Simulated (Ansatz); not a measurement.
# SnTe2: how the settings move a single-point run

How sensitive is a single-point run of SnTe2 to its settings? A reference run comes first, then six runs with altered input. The cell is built on a prototype (fluorite) and needn't be the phase found in nature.

Method: reference: DFT, r2SCAN, plane waves, PAW, in Ansatz 0.2.0.

2 further runs of the same task are left out: 2 that didn't finish.

**1. The starting structure**

It takes space group Fm-3m (No. 225, cubic). The conventional cell has a = 7.402 Å, b = 7.402 Å, c = 7.402 Å, α = 90.00°, β = 90.00°, γ = 90.00°. Sn (site symmetry m-3m) has 8 Te at 3.21 Å as nearest neighbours. Te (site symmetry -43m) has 4 Sn at 3.21 Å as nearest neighbours.

Structure file:

```xyz
3
Lattice="0.0000 3.7010 3.7010 3.7010 0.0000 3.7010 3.7010 3.7010 0.0000" Properties=species:S:1:pos:R:3 pbc="T T T"
Sn    0.0000    0.0000    0.0000
Te    1.8505    1.8505    1.8505
Te    5.5516    5.5516    5.5516
```

**2. Baseline**

Input file input.yaml:

```yaml
crystal:
  lattice:
    - [0.0, 3.7010376726, 3.7010376726]
    - [3.7010376726, 0.0, 3.7010376726]
    - [3.7010376726, 3.7010376726, 0.0]
  atoms:
    - { symbol: Sn, position: [0.0, 0.0, 0.0] }
    - { symbol: Te, position: [0.25, 0.25, 0.25] }
    - { symbol: Te, position: [0.75, 0.75, 0.75] }
kpoints:
  mp_grid: { grid: [4, 4, 4] }
hamiltonian:
  xc: r2scan
scf:
  occupations: { method: fermi_dirac, width: 0.02 }
  n_extra_bands: 4
output:
  forces: true
  stress: true
  eigenvalues: true
  write_density: true
  write_potential: true
  elf: true
  volumetric_format: npy
```

On the command line:

```
$ ansatz run input.yaml --threads 4 --pin off --max-ram 3686MiB --backend cpu --events-out ev --progress --plain --runs-dir out
```

**3. Changed: xc pbesol**

Edit input.yaml of step 2 so:

```diff
@@ -12,3 +12,3 @@
 hamiltonian:
-  xc: r2scan
+  xc: pbesol
 scf:
@@ -20,5 +20 @@
   eigenvalues: true
-  write_density: true
-  write_potential: true
-  elf: true
-  volumetric_format: npy
```

**4. Changed: xc lda**

Edit input.yaml of step 2 so:

```diff
@@ -12,3 +12,3 @@
 hamiltonian:
-  xc: r2scan
+  xc: lda
 scf:
@@ -20,5 +20 @@
   eigenvalues: true
-  write_density: true
-  write_potential: true
-  elf: true
-  volumetric_format: npy
```

**5. Variant: ecutwfc 300**

Edit input.yaml of step 2 so:

```diff
@@ -20,5 +20,3 @@
   eigenvalues: true
-  write_density: true
-  write_potential: true
-  elf: true
-  volumetric_format: npy
+basis:
+  ecutwfc: 300
```

**6. Variant: occupations.method cold, occupations.width 0.05**

Edit input.yaml of step 2 so:

```diff
@@ -14,3 +14,3 @@
 scf:
-  occupations: { method: fermi_dirac, width: 0.02 }
+  occupations: { method: cold, width: 0.05 }
   n_extra_bands: 4
@@ -20,5 +20 @@
   eigenvalues: true
-  write_density: true
-  write_potential: true
-  elf: true
-  volumetric_format: npy
```

**7. Variant: occupations.width 0.001**

Edit input.yaml of step 2 so:

```diff
@@ -14,3 +14,3 @@
 scf:
-  occupations: { method: fermi_dirac, width: 0.02 }
+  occupations: { method: fermi_dirac, width: 0.001 }
   n_extra_bands: 4
@@ -20,5 +20 @@
   eigenvalues: true
-  write_density: true
-  write_potential: true
-  elf: true
-  volumetric_format: npy
```

**8. Changing settings: dispersion d3bj**

Edit input.yaml of step 2 so:

```diff
@@ -13,2 +13,3 @@
   xc: r2scan
+  dispersion: d3bj
 scf:
@@ -20,5 +21 @@
   eigenvalues: true
-  write_density: true
-  write_potential: true
-  elf: true
-  volumetric_format: npy
```

**Question.** What will these runs give? Wanted: for each run, ending; energy change; pressure; gap; force.

The runs gave:

| run | ending | energy change | pressure (GPa) | gap (eV) | force (eV/Å) | cycles | time |
| --- | --- | --- | --- | --- | --- | --- | --- |
| reference | converged | 0 | 0.4 | 0.00 | 0.00 | 7 | 1.8 s |
| 1: xc pbesol | converged | not comparable | -1.4 | 0.00 | 0.00 | 6 | 0.62 s |
| 2: xc lda | converged | not comparable | -2.3 | 0.00 | 0.00 | 6 | 0.58 s |
| 3: ecutwfc 300 | converged | +58.0 meV/atom | 0.4 | 0.00 | 0.00 | 7 | 0.94 s |
| 4: occupations.method cold, occupations.width 0.05 | converged | +0.1 meV/atom (σ→0) | 0.5 | 0.00 | 0.00 | 7 | 1.5 s |
| 5: occupations.width 0.001 | converged | +1.0 meV/atom (σ→0) | 0.5 | 0.00 | 0.00 | 12 | 2.2 s |
| 6: dispersion d3bj | converged | -183.6 meV/atom (offset of the dispersion model) | -0.5 | 0.00 | 0.00 | 7 | 1.5 s |

Times don't compare one to one where runs were asked for different outputs or read a saved state (see the inputs); cycles may leave out searches for a lower state.

Residual by cycle in the longest SCF loop of each run; runs are numbered as in the table. The quantity is the density residual dr2, in eV.

| cycle | reference | run 1 | run 2 | run 3 | run 4 | run 5 | run 6 |
| --- | --- | --- | --- | --- | --- | --- | --- |
| 1 | 0.0043 | 0.00623 | 0.0148 | 0.004 | 0.00392 | 0.0039 | 0.0043 |
| 2 | 0.00563 | 2.5e-4 | 0.00126 | 0.00545 | 0.00571 | 0.0054 | 0.00563 |
| 3 | 0.00145 | 8.5e-5 | 1.7e-4 | 0.00166 | 0.00144 | 0.00216 | 0.00145 |
| 4 | 2.9e-4 | 1.3e-5 | 6.1e-6 | 2.3e-4 | 5.3e-4 | 0.00201 | 2.9e-4 |
| 5 | 7.6e-6 | 1.1e-6 | 1.7e-6 | 5.9e-6 | 2.5e-5 | 0.00104 | 7.6e-6 |
| 6 | 4.0e-7 | 3.1e-8 | 5.4e-8 | 1.0e-6 | 9.0e-7 | 2.5e-4 | 4.0e-7 |
| 7 | 1.2e-8 | - | - | 2.1e-8 | 4.3e-8 | 9.8e-5 | 1.2e-8 |
| 8 | - | - | - | - | - | 3.3e-5 | - |
| 9 | - | - | - | - | - | 5.1e-6 | - |
| 10 | - | - | - | - | - | 1.1e-6 | - |
| 11 | - | - | - | - | - | 1.0e-7 | - |
| 12 | - | - | - | - | - | 9.3e-9 | - |

What this shows: Semilocal functionals close small gaps, so the missing gap need not be the real solid's. Run 3 ran under the cutoff that the potentials recommend, as the log warns, so basis error is mixed into its values, and swamps them where the cutoff is far short. Of the variants the dearest is «occupations.width 0.001» (2.2 s), the cheapest «xc lda» (0.58 s), on a shared host.
